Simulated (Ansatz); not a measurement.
Geometry optimisation, Ansatz, DFT PBE-D3(BJ), scalar-relativistic, plane waves, PAW.

Input file:

```yaml
accuracy: low
crystal:
  lattice:
    - [6.1646, 0.0, 0.0]
    - [-3.0823, 5.3387, 0.0]
    - [0.0, 0.0, 18.271915]
  atoms:
    - { symbol: Mg, position: [0.0, 0.0, 0.0547288] }
    - { symbol: B, position: [0.1666667, 0.3333333, 0.150904] }
    - { symbol: B, position: [0.3333333, 0.1666667, 0.150904] }
    - { symbol: Mg, position: [0.0, 0.0, 0.2470792] }
    - { symbol: B, position: [0.1666667, 0.3333333, 0.3432544] }
    - { symbol: B, position: [0.3333333, 0.1666667, 0.3432544] }
    - { symbol: Mg, position: [0.0, 0.5, 0.0547288] }
    - { symbol: B, position: [0.1666667, 0.8333333, 0.150904] }
    - { symbol: B, position: [0.3333333, 0.6666667, 0.150904] }
    - { symbol: Mg, position: [0.0, 0.5, 0.2470792] }
    - { symbol: B, position: [0.1666667, 0.8333333, 0.3432544] }
    - { symbol: B, position: [0.3333333, 0.6666667, 0.3432544] }
    - { symbol: Mg, position: [0.5, 0.0, 0.0547288] }
    - { symbol: B, position: [0.6666667, 0.3333333, 0.150904] }
    - { symbol: B, position: [0.8333333, 0.1666667, 0.150904] }
    - { symbol: Mg, position: [0.5, 0.0, 0.2470792] }
    - { symbol: B, position: [0.6666667, 0.3333333, 0.3432544] }
    - { symbol: B, position: [0.8333333, 0.1666667, 0.3432544] }
    - { symbol: Mg, position: [0.5, 0.5, 0.0547288] }
    - { symbol: B, position: [0.6666667, 0.8333333, 0.150904] }
    - { symbol: B, position: [0.8333333, 0.6666667, 0.150904] }
    - { symbol: Mg, position: [0.5, 0.5, 0.2470792] }
    - { symbol: B, position: [0.6666667, 0.8333333, 0.3432544] }
    - { symbol: B, position: [0.8333333, 0.6666667, 0.3432544] }
    - { symbol: Au, position: [0.5859979, 0.7132092, 0.4609213] }
basis:
  ecutwfc: 420.0
kpoints:
  mp_grid: { grid: [3, 3, 1] }
hamiltonian:
  xc: pbe
  dispersion: d3bj
scf:
  occupations: { method: fermi_dirac, width: 0.1 }
  lower_state_search: "off"
relax:
  f_tol: 0.08
  max_steps: 25
  adjacent_minimum: "off"
  constraints: [{ sites: [0, 6, 12, 18] }]
```

Launched with:

```bash
$ ansatz run input.yaml --threads 2 --pin off --max-ram 5120MiB --backend cpu --events-out ev --progress --plain --runs-dir out
```

**Question.** Where does it end, and by what steps?

**Answer.** It converged. The force dipped under the threshold on the way, but the program's further checks kept it going. Limits of this set-up: coarse k mesh, thin slab, slab without dipole correction, odd electron count without spin, low accuracy level. After 10 steps the energy has fallen by 0.830 eV; Au25 moved furthest, 1.37 Å. Joined: B5–Au25 (3.28 → 2.33 Å), B6–Au25 (3.63 → 2.33 Å), B17–Au25 (3.39 → 2.33 Å), Mg22–Au25 (4.07 → 3.16 Å).

```
step  energy less start (eV)  largest force component (eV/Å)  accepted
   0                  0.0000                           1.812       yes
   1                 -0.3071                           0.659       yes
   2                 -0.4282                           0.422       yes
   3                 -0.4773                           0.246       yes
   4                 -0.5302                           0.218       yes
   5                 -0.5983                           0.298       yes
   6                 -0.6930                           0.371       yes
   7                 -0.7835                           0.252       yes
   8                 -0.8165                           0.205       yes
   9                 -0.8304                           0.028       yes
  10                 -0.8304                           0.029       yes
```

```xyz
25
Lattice="6.1646 0.0000 0.0000 -3.0823 5.3387 0.0000 0.0000 0.0000 18.2719" Properties=species:S:1:pos:R:3
Mg 0.000 0.000 1.000
B -0.001 1.782 2.702
B 1.541 0.892 2.701
Mg -0.001 0.007 4.522
B -0.033 1.772 6.199
B 1.540 0.865 6.197
Mg -1.541 2.669 1.000
B -1.542 4.452 2.725
B -0.001 3.563 2.702
Mg -1.542 2.676 4.522
B -1.544 4.461 6.246
B -0.034 3.587 6.202
Mg 3.082 0.000 1.000
B 3.082 1.782 2.701
B 4.623 0.893 2.724
Mg 3.082 0.007 4.522
B 3.111 1.772 6.198
B 4.621 0.901 6.248
Mg 1.541 2.669 1.000
B 1.541 4.453 2.702
B 3.082 3.563 2.701
Mg 1.540 2.677 4.489
B 1.539 4.496 6.203
B 3.112 3.587 6.200
Au 1.538 2.680 7.654
```

Run time: 34 s on 2 threads of AMD EPYC 9R45 96-Core Processor (Zen 5), on a shared host, peak memory 1.1 GiB.
